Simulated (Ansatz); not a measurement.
# Re: response to strain

Re is deformed so: equal xy, yz and zx engineering shear strains of -2 %. What stress and forces result, by PAW?

Computed with Ansatz 0.2.0 (DFT PBEsol, scalar-relativistic, unless a step's input says otherwise).

8 further runs of the same task are left out: 8 that didn't finish.

## Step 1: The system as given

Symmetry: P6_3/mmc, No. 194, hexagonal system. The conventional cell has a = 2.603 Å, b = 2.603 Å, c = 4.162 Å, α = 90.00°, β = 90.00°, γ = 120.00°. Around Re (site symmetry -6m2) lie 12 Re at 2.57 to 2.60 Å.

Structure file:

```cif
data_structure
_symmetry_space_group_name_H-M 'P 1'
_symmetry_Int_Tables_number 1
_cell_length_a 2.6029
_cell_length_b 2.6029
_cell_length_c 4.1620
_cell_angle_alpha 90.000
_cell_angle_beta 90.000
_cell_angle_gamma 120.000
_cell_volume 24.42
loop_
_atom_site_label
_atom_site_type_symbol
_atom_site_fract_x
_atom_site_fract_y
_atom_site_fract_z
_atom_site_occupancy
Re1 Re 0.33333 0.66667 0.25000 1
Re2 Re 0.66667 0.33333 0.75000 1
```

Atoms are numbered in the order of the input: Re1, Re2.

## Step 2: After the deformation

Space group P6_3/mmc before, P-1 after.

## Step 3: Frozen-core PAW

input.yaml

```yaml
crystal:
  lattice:
    - [2.6029010724, -0.0260290107, -0.0260290107]
    - [-1.3239923207, 2.2671929576, -0.0095272792]
    - [-0.04162, -0.04162, 4.162]
  atoms:
    - { symbol: Re, position: [0.3333333333, 0.6666666667, 0.25] }
    - { symbol: Re, position: [0.6666666667, 0.3333333333, 0.75] }
kpoints:
  mp_grid: { grid: [18, 18, 10] }
scf:
  occupations: { method: fermi_dirac, width: 0.05 }
hamiltonian:
  xc: pbesol
  pseudopotentials: { kind: paw }
output:
  forces: true
  stress: true
  eigenvalues: true
  efg: { contact_densities: true }
```

Started as:

```bash
$ ansatz run input.yaml --threads 1 --pin off --max-ram 3072MiB --backend cpu --events-out ev --progress --plain --runs-dir out
```

Q: Predict the outcome of this session. Wanted: pressure; largest shear or deviatoric stress.

As calculated:

| quantity | value |
| --- | --- |
| pressure | PAW 100.91 GPa |
| largest shear or deviatoric stress (PAW) | 6.65 GPa |

In words: The largest part of the stress beyond the pressure is 6.65 GPa in size, in the xy component; the atoms are carried along and not relaxed. No run of the undeformed cell stands beside it, so the pressure holds what the given cell had before the change. Spin-orbit coupling is left out, though the cell holds Re; in elements this heavy it can shift bands and gaps by tenths of an eV.
